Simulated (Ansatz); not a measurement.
This script makes an equation of state with a fit of Rh, space group P6_3/mmc with Ansatz 0.2.0, Python API.

Script `eos_rh.py`:
```python
import warnings

import ansatz as az
import numpy as np

VECTORS = np.array([
    [2.73098, 0.0, 0.0],
    [-1.36549, 2.3651, 0.0],
    [0.0, 0.0, 4.42849],
])
SITES = [
    ("Rh", (2 / 3, 1 / 3, 0.75)),
    ("Rh", (1 / 3, 2 / 3, 0.25)),
]


def build(cell):
    crystal = az.Crystal(lattice=az.Lattice.of(cell))
    for symbol, position in SITES:
        crystal = crystal.atom(symbol, position)
    return crystal

warnings.simplefilter("ignore", az.DeckWarning)

volumes, energies = [], []
for scale in np.linspace(0.94, 1.06, 7):
    cell = VECTORS * scale ** (1 / 3)
    calc = build(cell).calculation()
    calc = calc.occupations(az.OccupationsMethod.FERMI_DIRAC, width=0.15)
    calc = calc.functional(az.Functional.PBESOL)
    calc = calc.basis(500).kpoints(12, 12, 7)
    summary = calc.run().report
    volumes.append(abs(np.linalg.det(cell)) / len(SITES))
    energies.append(summary["free_energy_ev"] / len(SITES))
    print(f"V = {volumes[-1]:8.4f} A^3/atom  F = {energies[-1]:.5f} eV/atom")

x = np.array(volumes) ** (-2 / 3)
poly = np.polynomial.Polynomial.fit(x, energies, 3).convert()
roots = poly.deriv().roots()
x0 = min((r.real for r in roots if abs(r.imag) < 1e-9 and poly.deriv(2)(r.real) > 0), key=lambda r: abs(r - x.mean()))
v0 = x0 ** -1.5
b0 = 4 / 9 * poly.deriv(2)(x0) * v0 ** (-7 / 3) * 160.21766
b1 = 4 + 2 / 3 * x0 * poly.deriv(3)(x0) / poly.deriv(2)(x0)
print(f"V0 = {v0:.4f} A^3/atom, B0 = {b0:.1f} GPa, dB/dP = {b1:.2f}")
```

From its runs, with one value withheld:

| V (Å³/atom) | F less the lowest row shown (meV/atom) |
| --- | --- |
| 13.444 | ? |
| 13.730 | 0.00 |
| 14.016 | 9.58 |
| 14.302 | 28.07 |
| 14.588 | 54.39 |
| 14.874 | 87.54 |
| 15.160 | 126.67 |

What is the missing energy at 13.444 Å³ an atom?

A third-order Birch-Murnaghan fit, E = E0 + (9 V0 B0 / 16) [(t - 1)³ B' + (t - 1)² (6 - 4t)] with t = (V0/V)^(2/3), through the 6 rows shown gives V0 = 13.601 Å³, B0 = 287.1 GPa, B' = 5.25 and E0 = -1.07 meV. At V = 13.444 Å³, t = 1.00778, and the fit extrapolates to 0.60 meV. The run gave 0.58 meV, a miss of 0.02 meV.

Reading the output:
- No spin polarisation was allowed.
- Shape and fractional positions are held along the curve, so the bulk modulus is an upper value where they are free to relax, by a factor of two or more in layered or hydrogen-bonded cells.
- This isn't the structure that Rh takes at ambient conditions.
- Timing: 17 s on 1 thread of Intel(R) Xeon(R) Processor @ 2.30GHz, with other jobs on the host, peak memory 0.51 GiB.
